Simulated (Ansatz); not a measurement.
Consider a comparison of functionals at one structure of EuN, space group Fm-3m (Ansatz 0.2.0, Python API).

`eun_xc.py`:
```python
'''Functional comparison for EuN (totals differ with the potentials too).'''

import ansatz
import pandas as pd

lattice = ansatz.Lattice.of(
    (0.0, 2.507, 2.507),
    (2.507, 0.0, 2.507),
    (2.507, 2.507, 0.0),
)
sites = [
    ('Eu', (0.0, 0.0, 0.0)),
    ('N', (0.5, 0.5, 0.5)),
]
cell = ansatz.Crystal(lattice=lattice)
for symbol, position in sites:
    cell = cell.atom(symbol, position)
cell = cell.moments(Eu=7)

calculation = (
    cell.calculation()
    .kpoints(7)
    .occupations(ansatz.OccupationsMethod.FERMI_DIRAC)  # fractional filling near the Fermi level
    .spin('collinear')  # two spin channels
    .stress()  # GPa
)

rows = []
for value in ['pbesol', 'blyp', 'lda']:
    data = calculation.functional(value).run().report
    rows.append((value, data['free_energy_ev'] / len(data['lattice']['sites']), data['n_iterations'], sum(data['stress_gpa'][i][i] for i in range(3)) / 3, data['magnetization_mub'], data['n_kpoints']))

table = pd.DataFrame(rows, columns=['functional', 'F/atom (eV)', 'iterations', 'P (GPa)', 'moment (muB)', 'k-points'])
print(table.round(5).to_string(index=False))
```

Which functional puts this cell under the lowest pressure, and which under the highest?

From lowest to highest: LDA (-7.3 GPa), PBEsol (-3.5 GPa) and BLYP (7.7 GPa). At a fixed cell a lower pressure usually means a smaller equilibrium volume, so LDA prefers the smallest cell and BLYP the largest.

The run itself:

```console
$ python eun_xc.py
DeckWarning: basis.ecutwfc = 420 eV, auto-derived from the records' recommended cutoffs: set by Eu (normal level)
functional  F/atom (eV)  iterations  P (GPa)  moment (muB)  k-points
    pbesol  -4522.61548          12 -3.52106       6.00117        20
      blyp  -4587.43536          13  7.74168       6.00083        20
       lda  -4470.98287          12 -7.26946       6.00142        20
```
(Warnings from the package without file and line.)

Caveats:
- Open f shells: without a Hubbard U, without spin-orbit coupling; the state reached hangs on the start and needn't be the lowest.
- Without U the f states sit at the Fermi level and can close a real gap.
- BLYP can be off by several per cent in the lattices of metals, and by several GPa in the pressure at a fixed cell.
- For a metal this k-point mesh is coarse: on a finer one energies can move by several to tens of meV an atom and pressures by half a GPa or more, differences at one mesh by less.
- The overall sign of a collinear moment is arbitrary, and semilocal functionals can give small moments to compounds that are paramagnetic.
- Pressure is positive in compression.
- The structure is a deposited one; some such entries were measured under pressure or heat, so a shift against it needn't be the functional's error alone.
- Total energies of different functionals can't be compared; pressures, moments and gaps at this one structure can.
- Wall time of the script: 11 s on 1 thread of Intel(R) Xeon(R) Platinum 8259CL CPU @ 2.50GHz (Skylake/Cascade Lake), on a shared host, peak memory 0.49 GiB.

(Lines on the test bed's own set-up are left out of the output.)
